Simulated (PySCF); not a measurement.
# SeMe2: geometry, NMR shifts, electronic excitations, spin-spin couplings and core binding energies

Aim: predict the NMR shifts, electronic excitations, spin-spin couplings and core binding energies of SeMe2 (`C[Se]C`).

Computed with PySCF 2.14.0, with density-fitted response routines of our own, on a single molecule in the gas phase. Atoms are numbered from 0 throughout.

## 1. The molecule as given

9 atoms, charge 0, multiplicity 1; geometry from: GFN2-xTB.

Bonds of the start (Å): Se0–C1 1.95, Se0–C5 1.95, C1–H2 1.09, C1–H3 1.09, C1–H4 1.09, C5–H6 1.09, C5–H7 1.09, C5–H8 1.09.

## 2. Relaxing the molecule at PBE0-D3(BJ)/def2-SVP

What the job is given:

```
{"job": {"xc": "PBE0", "basis": "def2-SVP", "d3": "d3bj", "grid": 1, "maxiter": 40, "kind": "geom"}, "charge": 0, "multiplicity": 1}
Se    -0.000170    -0.000900    -1.301860
C      1.460270    -0.014980    -0.006060
H      1.395910    -0.918220     0.596060
H      1.389050     0.869340     0.623050
H      2.394000    -0.003240    -0.560630
C     -1.460380     0.015350    -0.006030
H     -1.399280     0.920840     0.593370
H     -1.386750    -0.867120     0.625100
H     -2.392660    -0.001060    -0.563000
```

**Question.** This job is followed by: GIAO PBE0/pcSseg-1 NMR shielding, non-relativistic, gas phase; TDDFT B3LYP/def2-SVPD, vertical, gas phase, core orbitals frozen in the response; B3LYP/pcJ-1 Se:pcSseg-1 indirect spin-spin coupling, non-relativistic, gas phase; GIAO KT2/pcSseg-1 NMR shielding, non-relativistic, gas phase; delta-SCF UKS SCAN, pcX-2 on the ionised atom (unc-x2c-TZVPall on a metal), pcseg-1 elsewhere, spin-free X2C. What will the session give for the following? point group; rotational constants (main isotopes); 13C shifts against TMS (PBE0/pcSseg-1, means over atoms taken as alike); 1H shifts against TMS (PBE0/pcSseg-1, means over atoms taken as alike); 77Se shifts against Me2Se (PBE0/pcSseg-1); lowest singlet (B3LYP/def2-SVPD); brightest single state of those computed; lowest triplet; largest coupling of the table (B3LYP/pcSseg-1+pcJ-1); C1s binding energies, SCAN/pcX-2; range of the shift of C1.

The runs gave:

| quantity | value |
| --- | --- |
| point group | C2v |
| rotational constants (main isotopes) | 11.42, 6.88, 4.55 GHz |
| 13C shifts against TMS (PBE0/pcSseg-1, means over atoms taken as alike) | 16.0 ppm |
| 1H shifts against TMS (PBE0/pcSseg-1, means over atoms taken as alike) | 1.75 ppm |
| 77Se shifts against Me2Se (PBE0/pcSseg-1) | -1 ppm |
| lowest singlet (B3LYP/def2-SVPD) | 4.56 eV (272 nm), f = 0.000 |
| brightest single state of those computed | state 8, 7.32 eV, f = 0.108 |
| lowest triplet | 4.16 eV |
| largest coupling of the table (B3LYP/pcSseg-1+pcJ-1) | 1J(C,H) C1–H2, 147.6 Hz |
| C1s binding energies, SCAN/pcX-2 | C1 290.97 eV |
| range of the shift of C1 | 16.0 to 16.7 ppm |

In words: Over 3 steps the energy fell by 0.022 eV; of the close pairs, Se0–C1 changed most, 1.952 to 1.940 Å. No frequency check was run at this level, so the end point may be a saddle. At PBE0/pcSseg-1: Shielding is most anisotropic at Se0 (span 710 ppm, paramagnetic term -1227 ppm). The first singlet state (HOMO→LUMO 0.98) lies at 4.56 eV and is dark; of the 10 states computed, the strongest absorption comes from state 8 at 7.32 eV. The lowest triplet lies 0.40 eV below the lowest singlet (triplets in Tamm-Dancoff, singlets in full TDDFT). States above −ε(HOMO) lie where TDDFT describes them poorly and they hang on the basis; the brightest is among them. Of the pairs tabulated at B3LYP/pcSseg-1+pcJ-1, C1–H2 (mean over like pairs) couples most strongly (147.6 Hz; Fermi contact 145.4 Hz). In ppm, C1 (with its like atoms) moves most: its shift spreads over 0.7 ppm, from 16.0 (PBE0/pcSseg-1) to 16.7 (KT2/pcSseg-1). Spin-orbit coupling is left out, which matters for shieldings and couplings at and beside the heavy atoms.
